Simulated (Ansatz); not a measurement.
# CsInF3: the cost of one run

Program: Ansatz 0.2.0 through its Python package. Level of theory: DFT r2SCAN, plane waves, PAW. These are calculated values, not measurements.

### Step 1. Starting point

The structure is cubic, space group Pm-3m (No. 221). The conventional cell has a = 4.674 Å, b = 4.674 Å, c = 4.674 Å, α = 90.00°, β = 90.00°, γ = 90.00°. Cs (site symmetry m-3m) is surrounded by 12 F at 3.31 Å. Around In (site symmetry m-3m) lie 6 F at 2.34 Å. F (site symmetry 4/mmm) has 2 In at 2.34 Å and 4 Cs at 3.31 Å as nearest neighbours.

No structure file is read: the coordinates are typed or built in the script.

### Step 2. The script

run_ecut.py reads:

```python
# -*- coding: utf-8 -*-
"""Cutoff test for CsInF3."""

import ansatz
import pandas as pd

XC = "r2scan"
MESH = (5, 5, 5)
TOLERANCE = 1e-09

system = (
    ansatz.Lattice.cubic(4.674301)
    .space_group(221)
    .atom("Cs", (0.5, 0.5, 0.5))
    .atom("In", (0.0, 0.0, 0.0))
    .atom("F", (0.5, 0.0, 0.0))
)

base = system.calculation()
base = base.functional(XC)
base = base.kpoints(*MESH, shift=0.5).occupations(ansatz.OccupationsMethod.FERMI_DIRAC)
base = base.scf(tolerance=TOLERANCE, self_checks="high").forces()
base = base.stress()

rows = []
for value in [250, 325, 400, 475, 550]:
    summary = base.basis(value).run(threads=1, backend="cpu").report
    rows.append((value, summary["free_energy_ev"] / len(summary["lattice"]["sites"]), summary["n_iterations"], sum(summary["stress_gpa"][i][i] for i in range(3)) / 3, max(abs(f) for row in summary["forces_ev_ang"] for f in row), summary["n_pw"]))

table = pd.DataFrame(rows, columns=["cutoff (eV)", "F/atom (eV)", "iterations", "P (GPa)", "max component (eV/A)", "plane waves"])
print(table.round(5).to_string(index=False))

# the last row is the reference
for row in rows[:-1]:
    shift = 1000 * (row[1] - rows[-1][1])
    print(f"{row[0]}: {shift:+.2f} meV/atom" + ("  (within 5 meV)" if abs(shift) < 5 else ""))
```

### Step 3. The calls as engine input

The package turns the script's settings into the engine's input (first run):

```yaml
crystal:
  lattice:
    bravais: cubic
    a: 4.674301
  space_group: 221
  atoms:
    - { symbol: Cs, position: [0.5, 0.5, 0.5] }
    - { symbol: In, position: [0.0, 0.0, 0.0] }
    - { symbol: F, position: [0.5, 0.0, 0.0] }
basis:
  ecutwfc: 250.0
kpoints:
  mp_grid:
    grid: [5, 5, 5]
    shift: [0.5, 0.5, 0.5]
hamiltonian:
  xc: r2scan
scf:
  self_checks: high
  convergence:
    dr2_threshold: 1.0e-09
  occupations:
    method: fermi_dirac
output:
  forces: true
  stress: true
```

### Step 4. Running it

The run is started by

```sh
$ python run_ecut.py
```

**Question.** How long does this script take on 1 thread of Arm Neoverse V2, shared host, and how much memory does it need?

About 21 s, with a peak of 0.7 GiB.
